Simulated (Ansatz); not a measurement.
**C₂H₂Se: how energies converge with the basis set**

The task here is to estimate one member of a computed series from the others.

The runs use Ansatz 0.2.0, Gaussian basis; one geometry, several basis sets.

Levels to be run: PBE0-D4/def2-SVP; ωB97M-V/def2-SVP; PBE0-D4/def2-QZVPP; ωB97M-V/def2-QZVPP; the functionals' def2-TZVPP values are taken from earlier runs.

## The relaxed structure

All runs share one geometry, relaxed beforehand with PBE0-D4 in a triple-zeta def2 set.

SMILES `C=C=[Se]`, 5 atoms, charge 0, spin multiplicity 1.

Atoms are counted from 1 here; the program's logs count them from 0.

Bond lengths: C1–C2 1.301 Å, C1–H4 1.085 Å, C1–H5 1.085 Å, C2–Se3 1.694 Å. Angles: C2–C1–H4 120.7°, C2–C1–H5 120.7°, H4–C1–H5 118.5°, C1–C2–Se3 180.0°.

The first run:

Contents of in.yaml:

```yaml
crystal:
  periodic: [false, false, false]
  atoms:
    - {symbol: C, position_ang: [0.453566, -0.441205, -0.174151]}
    - {symbol: C, position_ang: [-0.451787, 0.429217, 0.164298]}
    - {symbol: Se, position_ang: [-1.631135, 1.563054, 0.605228]}
    - {symbol: H, position_ang: [1.321387, -0.142397, -0.752694]}
    - {symbol: H, position_ang: [0.357870, -1.482270, 0.115919]}
basis:
  gaussian: {orbitals: def2-SVP}
hamiltonian: {xc: pbe0, dispersion: d4}
output: {orbitals: {seedname: orbitals}}
```

Launch:

```sh
ansatz run in.yaml --threads 2 --pin off --events-out ev --progress --plain --max-ram 4352MiB
```

Among the steps run: PBE0-D4 in def2-SVP; ωB97M-V in def2-SVP; PBE0-D4 in def2-QZVPP; ωB97M-V in def2-QZVPP.

One of the session's tables, all rows but one given; the rest of the session is left out.

It belongs to the step «Density functionals: the series». 

```
functional       basis  HOMO (eV)  LUMO (eV)
   PBE0-D4    def2-SVP      -6.35      -2.27
   PBE0-D4  def2-TZVPP          ?          ?
   PBE0-D4  def2-QZVPP      -6.47      -2.38
   ωB97M-V    def2-SVP      -8.35      -0.11
   ωB97M-V  def2-TZVPP      -8.47      -0.26
   ωB97M-V  def2-QZVPP      -8.48      -0.29
```

**Question.** Estimate the row for PBE0-D4, def2-TZVPP.

**Answer.** HOMO (eV): -6.45; LUMO (eV): -2.36. In the column «HOMO (eV)» it lies between PBE0-D4, def2-QZVPP (-6.47) and PBE0-D4, def2-SVP (-6.35).
